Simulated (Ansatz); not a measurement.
# ClH2OSn radical: one species, many methods

Aim: compute ClH2OSn radical with functionals from several rungs and with coupled cluster. The yardstick is the atomisation energy at the CCSD(T) limit.

Computed with Ansatz 0.2.0, Gaussian basis. Level: functionals in def2-TZVPP, the program's frozen cores in correlated methods.

The runs, in order: LDA (SPW92), PBE-D4, revPBE-D4, BLYP-D4, r2SCAN-D4, B97M-V, PBE0-D4, B3LYP-D4, r2SCANh-D4, r2SCAN0-D4, HSE06-D4, BHLYP-D4, CAM-B3LYP-D4, LC-ωPBE, ωB97X-V, ωB97M-V, B2PLYP, PBE-QIDH; CCSD(T)/def2-SVP; CCSD(T)/def2-TZVPP; MP2/def2-QZVPP; extrapolation to the limit; RPA on PBE.

### Step 1. Structure used throughout

An earlier PBE0-D4 in a triple-zeta def2 set relaxation fixed the geometry. Sn takes the def2 core potential; no spin-orbit term is included.

SMILES `[OH][SnH][Cl]`, 5 atoms, charge 0, spin multiplicity 2.

Atoms are counted from 1 here; the program's logs count them from 0.

Bond lengths: O1–Sn2 1.964 Å, O1–H4 0.962 Å, Sn2–Cl3 2.353 Å, Sn2–H5 1.737 Å. Angles: Sn2–O1–H4 113.5°, O1–Sn2–Cl3 105.0°, O1–Sn2–H5 104.0°, Cl3–Sn2–H5 108.1°.

### Step 2. LDA

This LDA is Slater exchange with PW92 correlation.

File in.yaml:

```yaml
crystal:
  periodic: [false, false, false]
  atoms:
    - {symbol: O, position_ang: [-1.283560, 0.069705, -0.537273]}
    - {symbol: Sn, position_ang: [0.678746, 0.118807, -0.475730]}
    - {symbol: Cl, position_ang: [1.263276, -1.237750, 1.355584]}
    - {symbol: H, position_ang: [-1.653254, -0.790541, -0.318163]}
    - {symbol: H, position_ang: [1.044693, 1.766179, -0.065818]}
basis:
  gaussian: {orbitals: def2-TZVPP}
magnetization: {spin_polarized: true, initial_magnetization: 1}
hamiltonian: {xc: lda}
output: {orbitals: {seedname: orbitals}}
```

The runs that follow: PBE-D4 (GGA); revPBE-D4 (GGA); BLYP-D4 (GGA); r2SCAN-D4 (meta-GGA); B97M-V (meta-GGA); PBE0-D4 (hybrid); B3LYP-D4 (hybrid); r2SCANh-D4 (hybrid); r2SCAN0-D4 (hybrid); HSE06-D4 (hybrid); BHLYP-D4 (hybrid); CAM-B3LYP-D4 (range-separated); LC-ωPBE-D4 (range-separated); ωB97X-V (range-separated); ωB97M-V (range-separated); B2PLYP (double hybrid); PBE-QIDH (double hybrid); CCSD(T) in def2-SVP; CCSD(T) in def2-TZVPP; MP2 in def2-QZVPP; RPA on PBE orbitals.

Before running them: what should the planned runs give, taken together? Wanted: atomisation energy, CCSD(T)/CBS; farthest beyond LDA; mean size of error, GGA; mean size of error, meta-GGA; mean size of error, hybrid; mean size of error, range-separated; mean size of error, double hybrid; gap, smallest and largest; T1 diagnostic.

The runs gave:

| quantity | value |
| --- | --- |
| atomisation energy, CCSD(T)/CBS | 14.174 eV |
| functionals within 0.142 eV (1.0 %) | BLYP-D4, r2SCAN-D4, ωB97X-V, ωB97M-V |
| farthest beyond LDA | BHLYP-D4 (-0.924 eV) |
| mean size of error, GGA | 0.189 eV |
| mean size of error, meta-GGA | 0.102 eV |
| mean size of error, hybrid | 0.415 eV |
| mean size of error, range-separated | 0.193 eV |
| mean size of error, double hybrid | 0.454 eV |
| gap, smallest and largest | 0.72 eV (LDA (SPW92)), 7.73 eV (LC-ωPBE) |
| T1 diagnostic | 0.0170 |
| triples share of the correlation energy | 3.4 % |

What this shows: LDA overbinds by 2.419 eV (17 %). PBE-D4 misses by +0.199 eV. Double hybrids carry the basis error of their MP2 part in triple zeta, and no dispersion term here, so their miss is partly the set-up's. Taken by rung, meta-GGA functionals do best (0.102 eV on average) and double hybrid ones worst beyond LDA (0.454 eV). The reference freezes the cores and leaves out spin-orbit coupling and excitations past (T), and its outer-core shells are covered unevenly, so misses under about 0.142 eV can't be ranked. All levels share the lack of spin-orbit coupling, which lowers the free heavy atoms and so the true binding. Hartree-Fock recovers 64 % of the binding; the rest is correlation. CCSD(T) in def2-SVP is off by -1.715 eV, more than most functionals: a good method in a small basis is no reference. The gap grows from 0.7 to 7.7 eV across the functionals, mostly with the share of exact exchange. Correlated methods include outer-core shells of Sn, which these sets cover unevenly.
